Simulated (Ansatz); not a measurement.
# C3H5FSi: the cost of one run

Method: RKS BLYP-D4/def2-SVP, in Ansatz 0.2.0.

## Step 1: The starting structure

Bond lengths: C1–C2 1.450 Å, C2–C3 1.301 Å, C3–F4 1.357 Å, C2–Si5 1.776 Å, C3–Si5 1.775 Å, C1–H6 1.116 Å, C1–H7 1.127 Å, C1–H8 1.034 Å, Si5–H9 1.498 Å, Si5–H10 1.522 Å. Angles (14 of 18 angles, heavy atoms first): C1–C2–C3 127.0°, C1–C2–Si5 134.1°, C3–C2–Si5 68.5°, C2–C3–F4 125.5°, C2–C3–Si5 68.6°, F4–C3–Si5 129.6°, C2–Si5–C3 43.0°, C2–C1–H6 110.8°, C2–C1–H7 106.8°, C2–C1–H8 114.2°, C2–Si5–H9 111.9°, C2–Si5–H10 110.1°, C3–Si5–H9 122.2°, C3–Si5–H10 120.9°.

Structure file:

```xyz
10

C    -1.2399   -0.5519   -0.1851
C    -0.0677    0.2468   -0.4837
C     1.1118   -0.1878   -0.8172
F     1.4926   -1.4895   -0.8435
Si    1.2060    0.9922    0.5052
H    -1.6832   -0.2537    0.7952
H    -2.0343   -0.2534   -0.9266
H    -1.0860   -1.5718   -0.2504
H     1.3198    2.4641    0.2534
H     1.0641    0.5539    1.9557
```

## Step 2: Relaxing end A

File input.yaml:

```yaml
crystal:
  periodic: [false, false, false]
  atoms:
    - { symbol: C, position_ang: [-1.2399, -0.5519, -0.1851] }
    - { symbol: C, position_ang: [-0.0677, 0.2468, -0.4837] }
    - { symbol: C, position_ang: [1.1118, -0.1878, -0.8172] }
    - { symbol: F, position_ang: [1.4926, -1.4895, -0.8435] }
    - { symbol: Si, position_ang: [1.206, 0.9922, 0.5052] }
    - { symbol: H, position_ang: [-1.6832, -0.2537, 0.7952] }
    - { symbol: H, position_ang: [-2.0343, -0.2534, -0.9266] }
    - { symbol: H, position_ang: [-1.086, -1.5718, -0.2504] }
    - { symbol: H, position_ang: [1.3198, 2.4641, 0.2534] }
    - { symbol: H, position_ang: [1.0641, 0.5539, 1.9557] }
basis:
  gaussian: { orbitals: def2-SVP }
hamiltonian:
  xc: blyp
  dispersion: d4
relax:
  f_tol: 0.02
  max_steps: 50
```

Run with:

```bash
$ ansatz run input.yaml --threads 2 --pin off --max-ram 3072MiB --backend cpu --events-out ev --progress --plain --runs-dir out
```

Q: Estimate wall time and peak memory on 2 threads of AMD EPYC 9R45 (Zen 5), shared host.

About 8.4 s, with a peak of 0.15 GiB.
